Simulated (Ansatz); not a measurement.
**CH5O2SbSi: up Jacob's ladder to CCSD(T)**

An exercise on one series of results from a longer session: the logs are not shown, and one member is left open.

The runs use Ansatz 0.2.0, Gaussian basis; functionals in def2-TZVPP, the program's frozen cores in correlated methods.

Levels to be run: LDA (SPW92), PBE-D4, revPBE-D4, BLYP-D4, r2SCAN-D4, B97M-V, PBE0-D4, B3LYP-D4, r2SCANh-D4, r2SCAN0-D4, HSE06-D4, BHLYP-D4, CAM-B3LYP-D4, LC-ωPBE, ωB97X-V, ωB97M-V, B2PLYP, PBE-QIDH; CCSD(T)/def2-SVP; CCSD(T)/def2-TZVPP; MP2/def2-QZVPP; extrapolation to the limit; RPA on PBE.

**Structure used throughout**

The geometry comes from an earlier relaxation with PBE0-D4 in a triple-zeta def2 set; it is a stationary point, not always the lowest conformer. Sb takes the def2 core potential; no spin-orbit term is included.

10 atoms, charge 0, spin multiplicity 1.

Atoms are counted from 1 here; the program's logs count them from 0.

Bond lengths: O1–Sb2 1.961 Å, O1–H6 0.961 Å, Sb2–C3 2.162 Å, Sb2–O5 1.995 Å, C3–Si4 1.884 Å, C3–H7 1.090 Å, C3–H8 1.090 Å, Si4–O5 1.660 Å, Si4–H9 1.487 Å, Si4–H10 1.489 Å. Angles: Sb2–O1–H6 112.8°, O1–Sb2–C3 90.9°, O1–Sb2–O5 97.9°, C3–Sb2–O5 78.5°, Sb2–C3–Si4 86.6°, Sb2–C3–H7 113.8°, Sb2–C3–H8 110.3°, Si4–C3–H7 116.3°, Si4–C3–H8 117.4°, H7–C3–H8 110.4°, C3–Si4–O5 95.8°, C3–Si4–H9 114.2°, C3–Si4–H10 113.7°, O5–Si4–H9 112.8°, O5–Si4–H10 111.5°, H9–Si4–H10 108.5°, Sb2–O5–Si4 98.8°.

Coordinates:

```xyz
10
CH5O2SbSi
O    -2.25462    0.33192    0.13754
Sb   -0.75332    0.46309    1.39159
C     0.59614    0.95693   -0.22346
Si    1.01092   -0.87931   -0.29054
O     0.07718   -1.31072    1.01285
H    -3.08421    0.11441    0.57056
H     1.40634    1.62530    0.06914
H     0.04279    1.37703   -1.06364
H     0.59185   -1.55206   -1.54824
H     2.45003   -1.17770   -0.05280
```

The first run:

in.yaml reads:

```yaml
crystal:
  periodic: [false, false, false]
  atoms:
    - {symbol: O, position_ang: [-2.254619, 0.331921, 0.137538]}
    - {symbol: Sb, position_ang: [-0.753316, 0.463086, 1.391595]}
    - {symbol: C, position_ang: [0.596144, 0.956931, -0.223465]}
    - {symbol: Si, position_ang: [1.010915, -0.879307, -0.290537]}
    - {symbol: O, position_ang: [0.077178, -1.310715, 1.012849]}
    - {symbol: H, position_ang: [-3.084210, 0.114407, 0.570565]}
    - {symbol: H, position_ang: [1.406337, 1.625304, 0.069136]}
    - {symbol: H, position_ang: [0.042789, 1.377033, -1.063641]}
    - {symbol: H, position_ang: [0.591850, -1.552059, -1.548236]}
    - {symbol: H, position_ang: [2.450031, -1.177701, -0.052804]}
basis:
  gaussian: {orbitals: def2-TZVPP}
hamiltonian: {xc: lda}
output: {orbitals: {seedname: orbitals}}
```

The run is started by

```bash
$ ansatz run in.yaml --threads 4 --pin off --events-out ev --progress --plain --max-ram 10444MiB
```

Steps of the session up to this table: LDA; PBE-D4 (GGA); revPBE-D4 (GGA); BLYP-D4 (GGA); r2SCAN-D4 (meta-GGA); B97M-V (meta-GGA); PBE0-D4 (hybrid); B3LYP-D4 (hybrid); r2SCANh-D4 (hybrid); r2SCAN0-D4 (hybrid); HSE06-D4 (hybrid); BHLYP-D4 (hybrid); CAM-B3LYP-D4 (range-separated); LC-ωPBE (range-separated); ωB97X-V (range-separated); ωB97M-V (range-separated); B2PLYP (double hybrid); PBE-QIDH (double hybrid).

One of the session's tables, all rows but one given; the rest of the session is left out.

It belongs to the step «Orbital energies across the functionals». 

```
  functional  HOMO (eV)  LUMO (eV)  gap (eV)
 LDA (SPW92)      -6.30      -2.28      4.02
      PBE-D4      -6.12      -2.04      4.07
   revPBE-D4      -6.05      -1.94      4.11
     BLYP-D4      -5.98      -1.94      4.04
   r2SCAN-D4      -6.36      -1.85      4.51
      B97M-V      -6.38      -1.91      4.47
     PBE0-D4      -7.20      -1.29      5.91
    B3LYP-D4      -7.01      -1.51      5.51
  r2SCANh-D4      -6.76      -1.58      5.19
  r2SCAN0-D4      -7.37      -1.18      6.19
    HSE06-D4      -6.81      -1.66      5.16
    BHLYP-D4      -8.17      -0.50      7.66
CAM-B3LYP-D4      -8.45      -0.35      8.10
     LC-ωPBE          ?          ?         ?
     ωB97X-V      -9.38       0.63     10.01
     ωB97M-V      -9.28       0.41      9.69
```

**Question.** Estimate the row for LC-ωPBE.

**Answer.** HOMO (eV): -9.70; LUMO (eV): 0.75; gap (eV): 10.46. In the column «HOMO (eV)» it is the lowest.
